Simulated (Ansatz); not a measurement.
# CH3NSe: the cost of one run

Method: BHLYP-D4/def2-SVP; program: Ansatz 0.2.0, Gaussian basis.

1 further run of the same task is left out (it didn't finish).

**1. Starting geometry**

SMILES `N=C[SeH]`, 6 atoms, charge 0, spin multiplicity 1.

Atoms are counted from 1 here; the program's logs count them from 0.

Bond lengths: N1–C2 1.250 Å, N1–H4 1.015 Å, C2–Se3 1.893 Å, C2–H5 1.095 Å, Se3–H6 1.454 Å. Angles: C2–N1–H4 117.1°, N1–C2–Se3 118.0°, N1–C2–H5 127.8°, Se3–C2–H5 114.3°, C2–Se3–H6 94.5°.

As a file:

```xyz
6

N    -0.8311   -1.0334   -0.4360
C    -0.1009   -0.0514   -0.1828
Se    0.6311    0.0850    1.5581
H    -1.2170   -1.0926   -1.3726
H     0.1806    0.7658   -0.8544
H     1.3373    1.3267    1.2878
```

**2. Dynamics**

md/in.yaml

```yaml
crystal:
  periodic: [false, false, false]
  atoms:
    - {symbol: N, position_ang: [-0.831130, -1.033450, -0.436020]}
    - {symbol: C, position_ang: [-0.100880, -0.051420, -0.182790]}
    - {symbol: Se, position_ang: [0.631140, 0.084980, 1.558060]}
    - {symbol: H, position_ang: [-1.217020, -1.092640, -1.372650]}
    - {symbol: H, position_ang: [0.180630, 0.765800, -0.854370]}
    - {symbol: H, position_ang: [1.337250, 1.326730, 1.287770]}
basis:
  gaussian: {orbitals: def2-SVP}
hamiltonian: {xc: {name: BHLYP}, dispersion: d4}
md: {n_steps: 30, timestep: 0.5, temperature: 100, ensemble: nve, seed: 90, initial_velocities: maxwell_boltzmann}
```

The run is started by

```bash
ansatz run in.yaml --threads 2 --pin off --events-out ev --progress --plain --max-ram 3481MiB
```

What time and memory should one allow on 2 threads of Intel Xeon at 2.50GHz, shared host?

About 2.9 min, with a peak of 0.15 GiB.
